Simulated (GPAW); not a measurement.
# NbSi (Pm-3m) in GPAW: settings compared

One crystal, NbSi, is run at these levels: TPSS, revPBE, AM05, vdW-DF-cx; tasks: band structure.

All numbers are computed with GPAW 26.7.0; they aren't measurements. Logs are shortened: lines on timing, memory, paths and dates and some standing lists are left out, and cuts for length are marked. The log counts tension as positive stress, the text compression.

**1. The structure**

The structure is cubic, space group Pm-3m (No. 221). The conventional cell has a = 3.156 Å, b = 3.156 Å, c = 3.156 Å, α = 90.00°, β = 90.00°, γ = 90.00°. Nb (site symmetry m-3m) has 8 Si at 2.73 Å as nearest neighbours. Si (site symmetry m-3m) is surrounded by 8 Nb at 2.73 Å.

The cell was built by a generator and needn't be a form met in nature.

**2. Band structure, TPSS**

run.py

```python
from ase.dft.bandgap import bandgap
from ase.io import read, write
from ase.units import GPa
from gpaw import GPAW, PW

atoms = read('NbSi.xyz')

calc = GPAW(mode=PW(600),
            xc='MGGA_X_TPSS+MGGA_C_TPSS',
            kpts={'size': (8, 8, 8), 'gamma': True},
            occupations={'name': 'fermi-dirac', 'width': 0.05},
            nbands=19,
            convergence={'density': 1e-05, 'energy': 1e-05},
            eigensolver='davidson',
            maxiter=150,
            txt='gpaw.txt')
atoms.calc = calc
energy = atoms.get_potential_energy()
forces = atoms.get_forces()
stress = atoms.get_stress()
calc.write('gs.gpw')
write('result.traj', atoms)
print(f'Energy: {energy:.6f} eV')
print('Forces (eV/A):')
print(forces.round(4))
print('Stress (GPa):', (stress / GPa).round(3))
print('Fermi level:', round(calc.get_fermi_level(), 4), 'eV')
print(f'Gap: {bandgap(calc)[0]:.4f} eV, direct: {bandgap(calc, direct=True)[0]:.4f} eV')

path = atoms.cell.bandpath('GXMGRX,MR', npoints=80, eps=1e-4)
bs_calc = calc.fixed_density(kpts=path, symmetry='off', nbands=29,
                             convergence={'bands': 'CBM+6.0', 'eigenstates': 1e-6}, txt='bands.txt')
bs = bs_calc.band_structure()
bs.write('bs.json')
print(f'Gap on the path: {bandgap(bs_calc)[0]:.4f} eV')
```

NbSi.xyz

```xyz
2
Lattice="3.1564400000 0.0000000000 0.0000000000 0.0000000000 3.1564400000 0.0000000000 0.0000000000 0.0000000000 3.1564400000" Properties=species:S:1:pos:R:3 pbc="T T T"
Nb     0.0000000000      0.0000000000      0.0000000000
Si     1.5782200000      1.5782200000      1.5782200000
```

Potentials or basis: GPAW PAW data sets (gpaw-data 1.2.1), pw.

Launch:

```
$ OMP_NUM_THREADS=1 python run.py
```

gpaw.txt:

```text
__  _  _
 | _ |_)|_||  |
 |__||  | ||/\| - 26.7.0

Input parameters:
  mode=PW(ecut=600.0),
  convergence={'density': 1e-05, 'energy': 1e-05},
  eigensolver=Davidson(niter=2),
  kpts=MonkhorstPack(size=(8, 8, 8), gamma=True),
  maxiter=150,
  nbands=19,
  occupations=Occupations(name='fermi-dirac', width=0.05),
  xc=XC(name='MGGA_X_TPSS+MGGA_C_TPSS')

Diagonalizing LCAO Hamiltonian
Converting LCAO to pw mode
   .-------.
  /|       |
 * |       |
 | |  Si   |
 | .-------.
 |/       /
 Nb------*

Atoms  # Å, Bohr magnetons
|   | symbol |        x |        y |        z |    initial magnetic moments |
|---|--------|----------|----------|----------|-----------------------------|
| 0 |     Nb | 0.000000 | 0.000000 | 0.000000 | ( 0.0000,  0.0000,  0.0000) |
| 1 |     Si | 1.578220 | 1.578220 | 1.578220 | ( 0.0000,  0.0000,  0.0000) |

Unit cell  # Å
| periodic |        x |        y |        z |  lengths |    angles |
|----------|----------|----------|----------|----------|-----------|
|      yes | 3.156440 | 0.000000 | 0.000000 | 3.156440 | 90.000000 |
|      yes | 0.000000 | 3.156440 | 0.000000 | 3.156440 | 90.000000 |
|      yes | 0.000000 | 0.000000 | 3.156440 | 3.156440 | 90.000000 |

Number of symmetries: 48
Symmetry operations  # r_c * U_cc + t_c -> r_c
|    | kind |            matrix            |
|----|------|------------------------------|
|  0 |  E   |  1, 0, 0,  0, 1, 0,  0, 0, 1 |
|  1 |  σ   |  1, 0, 0,  0, 1, 0,  0, 0,-1 |
|  2 |  σ   |  1, 0, 0,  0, 0, 1,  0, 1, 0 |
|  3 |  C4  |  1, 0, 0,  0, 0, 1,  0,-1, 0 |
|  4 |  C4  |  1, 0, 0,  0, 0,-1,  0, 1, 0 |
|  5 |  σ   |  1, 0, 0,  0, 0,-1,  0,-1, 0 |
|  6 |  σ   |  1, 0, 0,  0,-1, 0,  0, 0, 1 |
|  7 |  C2  |  1, 0, 0,  0,-1, 0,  0, 0,-1 |
|  8 |  σ   |  0, 1, 0,  1, 0, 0,  0, 0, 1 |
|  9 |  C2  |  0, 1, 0,  1, 0, 0,  0, 0,-1 |
| 10 |  C3  |  0, 1, 0,  0, 0, 1,  1, 0, 0 |
| 11 |  S6  |  0, 1, 0,  0, 0, 1, -1, 0, 0 |
| 12 |  S6  |  0, 1, 0,  0, 0,-1,  1, 0, 0 |
| 13 |  C3  |  0, 1, 0,  0, 0,-1, -1, 0, 0 |
| 14 |  C4  |  0, 1, 0, -1, 0, 0,  0, 0, 1 |
| 15 |  S4  |  0, 1, 0, -1, 0, 0,  0, 0,-1 |
| 16 |  C3  |  0, 0, 1,  1, 0, 0,  0, 1, 0 |
| 17 |  S6  |  0, 0, 1,  1, 0, 0,  0,-1, 0 |
| 18 |  σ   |  0, 0, 1,  0, 1, 0,  1, 0, 0 |
| 19 |  C4  |  0, 0, 1,  0, 1, 0, -1, 0, 0 |
| 20 |  C2  |  0, 0, 1,  0,-1, 0,  1, 0, 0 |
| 21 |  S4  |  0, 0, 1,  0,-1, 0, -1, 0, 0 |
| 22 |  S6  |  0, 0, 1, -1, 0, 0,  0, 1, 0 |
| 23 |  C3  |  0, 0, 1, -1, 0, 0,  0,-1, 0 |
| 24 |  S6  |  0, 0,-1,  1, 0, 0,  0, 1, 0 |
| 25 |  C3  |  0, 0,-1,  1, 0, 0,  0,-1, 0 |
| 26 |  C4  |  0, 0,-1,  0, 1, 0,  1, 0, 0 |
| 27 |  σ   |  0, 0,-1,  0, 1, 0, -1, 0, 0 |
| 28 |  S4  |  0, 0,-1,  0,-1, 0,  1, 0, 0 |
| 29 |  C2  |  0, 0,-1,  0,-1, 0, -1, 0, 0 |
| 30 |  C3  |  0, 0,-1, -1, 0, 0,  0, 1, 0 |
| 31 |  S6  |  0, 0,-1, -1, 0, 0,  0,-1, 0 |
| 32 |  C4  |  0,-1, 0,  1, 0, 0,  0, 0, 1 |
| 33 |  S4  |  0,-1, 0,  1, 0, 0,  0, 0,-1 |
| 34 |  S6  |  0,-1, 0,  0, 0, 1,  1, 0, 0 |
| 35 |  C3  |  0,-1, 0,  0, 0, 1, -1, 0, 0 |
| 36 |  C3  |  0,-1, 0,  0, 0,-1,  1, 0, 0 |
| 37 |  S6  |  0,-1, 0,  0, 0,-1, -1, 0, 0 |
| 38 |  σ   |  0,-1, 0, -1, 0, 0,  0, 0, 1 |
| 39 |  C2  |  0,-1, 0, -1, 0, 0,  0, 0,-1 |
| 40 |  σ   | -1, 0, 0,  0, 1, 0,  0, 0, 1 |
| 41 |  C2  | -1, 0, 0,  0, 1, 0,  0, 0,-1 |
| 42 |  C2  | -1, 0, 0,  0, 0, 1,  0, 1, 0 |
| 43 |  S4  | -1, 0, 0,  0, 0, 1,  0,-1, 0 |
| 44 |  S4  | -1, 0, 0,  0, 0,-1,  0, 1, 0 |
| 45 |  C2  | -1, 0, 0,  0, 0,-1,  0,-1, 0 |
| 46 |  C2  | -1, 0, 0,  0,-1, 0,  0, 0, 1 |
| 47 |  i   | -1, 0, 0,  0,-1, 0,  0, 0,-1 |

BZ-sampling:
  Number of BZ points: 512
  Number of IBZ points: 35

  Monkhorst-Pack size: [8, 8, 8]
  Monkhorst-Pack shift: [0.0625, 0.0625, 0.0625]

K-points  # in reciprocal-cell coordinates
|     |                                coordinates |     weight |
|-----|--------------------------------------------|------------|
|   0 | (  0.00000000,   0.00000000,   0.00000000) | 0.00195312 |
|   1 | (  0.12500000,   0.00000000,   0.00000000) | 0.01171875 |
|   2 | (  0.12500000,   0.12500000,   0.00000000) | 0.02343750 |
|   3 | (  0.12500000,   0.12500000,   0.12500000) | 0.01562500 |
|   4 | (  0.25000000,   0.00000000,   0.00000000) | 0.01171875 |
|   5 | (  0.25000000,   0.12500000,   0.00000000) | 0.04687500 |
|   6 | (  0.25000000,   0.12500000,   0.12500000) | 0.04687500 |
|   7 | (  0.25000000,   0.25000000,   0.00000000) | 0.02343750 |
|   8 | (  0.25000000,   0.25000000,   0.12500000) | 0.04687500 |
|   9 | (  0.25000000,   0.25000000,   0.25000000) | 0.01562500 |
| ... |                                            |            |
|  34 | (  0.50000000,   0.50000000,   0.50000000) | 0.00195312 |

Plane wave coefficients: 1064
Cutoff: 600.0 eV

Spin-components: 1 (collinear spins)
Bands:           19
Projectors:      11
Spin-degeneracy: 2
Datatype:        complex128

Parallelization:
  kpt:    1
  domain: 1
  band:   1

Density:
  Valence electrons: 17.0
  Components: 1
  Grid points: [18 18 18]
  Charge: 0.0  # |e|

Potential:
  Grid points: [18 18 18]

species:
  Nb:
    name:    Niobium
    Z:       41.0
    valence: 13
    core:    28
    charge:  0.0  # [|e|]
    compensation charges:
      type: gauss
      rc: 0.40  # [Å]
      lmax: 2
    cutoffs:
      filter: 2.35  # [Å]
      core: 1.51  # [Å]
    projectors
    | kind |    occ | energy [eV] | rcut [Å] |
    |------|--------|-------------|----------|
    |   4s |  2.000 |     -58.361 |    1.323 |
    |   5s |  1.000 |      -3.980 |    1.323 |
    |   4p |  6.000 |     -34.526 |    1.323 |
    |   5p |  0.000 |      -1.111 |    1.323 |
    |   4d |  4.000 |      -3.041 |    1.244 |
    |    d |        |      24.171 |    1.244 |

    Using partial waves for Nb as LCAO basis

  Si:
    name:    Silicon
    Z:       14.0
    valence: 4
    core:    10
    charge:  0.0  # [|e|]
    compensation charges:
      type: gauss
      rc: 0.33  # [Å]
      lmax: 2
    cutoffs:
      filter: 1.86  # [Å]
      core: 2.06  # [Å]
    projectors
    | kind |    occ | energy [eV] | rcut [Å] |
    |------|--------|-------------|----------|
    |   3s |  2.000 |     -10.812 |    1.058 |
    |   3p |  2.000 |      -4.081 |    1.058 |
    |    s |        |      16.399 |    1.058 |
    |    p |        |      23.130 |    1.058 |
    |    d |        |       0.000 |    1.058 |

    Using partial waves for Si as LCAO basis

Reference energy: -111792.492039  # eV

eigensolver:
  Davidson
  Converge bands: occupied
  niter=2

density mixing:
  MSR1-Mixer
  Pratt-step length: 0.05
  Maximum mixing coefficient: 0.75
  Old densities: 10
  SVD Regularization: 0.005
  Good broyden scale: 1.0
  Trust region scale: 1.0
  Backstep threshold: 4.0
  History deletion threshold: 6.0
  Fourier metric: weight=20.0, sigma=0.015

occupation numbers:
  Fermi-Dirac:
    width: 0.0500  # eV

poisson solver:
  ecut: 4800.0  # eV

xc functional:
  name: MGGA_X_TPSS+MGGA_C_TPSS with 2 nearest neighbor stencil

convergence criteria:
[... 6 lines left out ...]
|iter     | |      energy | eigst |  dens |
|---------|-|-------------|-------|-------|
|iter:   1| | 1086.378633 | +4.77 |       |
|iter:   2| |  -27.764147 | +1.38 | -0.40 |
|iter:   3| |  -28.104585 | -0.14 | -1.09 |
|iter:   4| |  -28.001450 | -1.73 | -1.17 |
|iter:   5| |  -27.985384 | -2.34 | -1.36 |
|iter:   6| |  -28.011960 | -2.82 | -1.58 |
|iter:   7| |  -27.991276 | -3.62 | -1.69 |
|iter:   8| |  -27.978117 | -3.52 | -1.92 |
|iter:   9| |  -27.977894 | -5.11 | -2.19 |
|iter:  10| |  -27.976258 | -5.08 | -2.25 |
|iter:  11| |  -27.975407 | -5.30 | -2.39 |
|iter:  12| |  -27.974339 | -4.42 | -2.53 |
|iter:  13| |  -27.974369 | -5.63 | -3.21 |
|iter:  14| |  -27.974367c| -7.47c| -4.05 |
|iter:  15| |  -27.974367c| -7.75c| -4.45 |
|iter:  16| |  -27.974367c| -9.55c| -5.24c|

Converged in 16 steps
Energy contributions relative to reference atoms: (reference = -111792.492039)

Energy contributions:
  Kinetic:          -0.271196
  Coulomb:          -2.940420
  Zero:             -0.027885
  External:          0.000000
  Xc:              -24.725355
  Entropy:          -0.019022
  Spinorbit:         0.000000
  ----------------------------
  Free energy:     -27.983878
  Extrapolated:    -27.974367

dipole moment: (-11.545244, -11.545244, -11.545244)  # |e|*Ang

Fermi level: 10.900
Eigenvalues  # (at kpt = [0.000, 0.000, 0.000])
| band index |      eig [eV] | occ [0-2] |
|------------|---------------|-----------|
|          0 |       -44.372 |     2.000 |
|          1 |       -20.073 |     2.000 |
|          2 |       -20.073 |     2.000 |
|          3 |       -20.073 |     2.000 |
|          4 |        -0.193 |     2.000 |
|          5 |         8.226 |     2.000 |
|          6 |         8.226 |     2.000 |
|          7 |        13.214 |     0.000 |
|          8 |        13.214 |     0.000 |
|          9 |        13.214 |     0.000 |
|         10 |        13.368 |     0.000 |
|         11 |        13.368 |     0.000 |
|         12 |        13.368 |     0.000 |
|         13 |        20.546 |     0.000 |
|         14 |        20.960 |     0.000 |
|        ... |               |           |
|         18 |        27.594 |     0.000 |

No gap
No difference between direct/indirect transitions

Forces  # eV/Ang
|        x |        y |        z |
|----------|----------|----------|
|  0.00000 |  0.00000 |  0.00000 |  # Nb   0
| -0.00000 | -0.00000 | -0.00000 |  # Si   1

Stress tensor  # eV/Ang^3
|        x |        y |        z |
|----------|----------|----------|
| 0.018772 | 0.000000 | 0.000000 |
| 0.000000 | 0.018772 | 0.000000 |
| 0.000000 | 0.000000 | 0.018772 |

# Writing to gs.gpw (mode='')
```

Run time: 74 s. Hardware: 1 thread of Arm Neoverse V2, shared host; peak memory 0.33 GiB.

What came out:

* Free energy: -27.9839 eV
* Pressure: -3.0 GPa
* Band gap along the path: none (metal or under the smearing width)

Levels at the corners of the path, in eV from the Fermi level:
| point | band 4 | band 5 | band 6 | band 7 | band 8 | band 9 | band 10 | band 11 | band 12 | band 13 |
| --- | --- | --- | --- | --- | --- | --- | --- | --- | --- | --- |
| Γ | -30.97 | -11.09 | -2.67 | -2.67 | 2.31 | 2.31 | 2.31 | 2.47 | 2.47 | 2.47 |
| X | -30.93 | -8.04 | -6.30 | -1.52 | -1.05 | -1.05 | 2.79 | 4.22 | 5.33 | 8.83 |
| M | -30.90 | -8.02 | -2.94 | -2.94 | -2.17 | 0.35 | 0.35 | 4.18 | 4.65 | 4.73 |
| Γ | -30.97 | -11.09 | -2.67 | -2.67 | 2.31 | 2.31 | 2.31 | 2.47 | 2.47 | 2.47 |
| R | -31.27 | -5.11 | -5.11 | -5.11 | -3.91 | 3.83 | 3.83 | 3.83 | 4.32 | 4.32 |
| X | -30.93 | -8.04 | -6.30 | -1.52 | -1.05 | -1.05 | 2.79 | 4.22 | 5.33 | 8.83 |
| M | -30.90 | -8.02 | -2.94 | -2.94 | -2.17 | 0.35 | 0.35 | 4.18 | 4.65 | 4.73 |
| R | -31.27 | -5.11 | -5.11 | -5.11 | -3.91 | 3.83 | 3.83 | 3.83 | 4.32 | 4.32 |

Caveat: the PAW data sets were made with another functional, which shifts forces and pressure a little.

**3. Band structure, revPBE**

Edit run.py of step 2 so:

```diff
@@ -8,3 +8,3 @@
 calc = GPAW(mode=PW(600),
-            xc='MGGA_X_TPSS+MGGA_C_TPSS',
+            xc='revPBE',
             kpts={'size': (8, 8, 8), 'gamma': True},
@@ -13,3 +13,2 @@
             convergence={'density': 1e-05, 'energy': 1e-05},
-            eigensolver='davidson',
             maxiter=150,
```

NbSi.xyz is that of step 2.

Potentials or basis: the program's PAW data sets (release 1.2.1) made for this functional, pw.

Launch:

```
$ OMP_NUM_THREADS=1 python run.py
```

It took 23 s on 1 thread of Arm Neoverse V2, shared host; peak memory 0.22 GiB.

Results (log left out):

| Property | Result |
| --- | --- |
| Free energy | -15.4444 eV |
| Pressure | 1.6 GPa |
| Band gap along the path | none (metal or under the smearing width) |

Levels at the corners of the path, in eV from the Fermi level:
| point | band 6 | band 7 | band 8 | band 9 | band 10 | band 11 |
| --- | --- | --- | --- | --- | --- | --- |
| Γ | -2.64 | -2.64 | 2.27 | 2.27 | 2.27 | 2.48 |
| X | -6.28 | -1.48 | -1.06 | -1.06 | 2.74 | 4.19 |
| M | -2.91 | -2.91 | -2.16 | 0.33 | 0.33 | 4.16 |
| Γ | -2.64 | -2.64 | 2.27 | 2.27 | 2.27 | 2.48 |
| R | -5.08 | -5.08 | -3.88 | 3.84 | 3.84 | 3.84 |
| X | -6.28 | -1.48 | -1.06 | -1.06 | 2.74 | 4.19 |
| M | -2.91 | -2.91 | -2.16 | 0.33 | 0.33 | 4.16 |
| R | -5.08 | -5.08 | -3.88 | 3.84 | 3.84 | 3.84 |

[end of part 1 of 2]
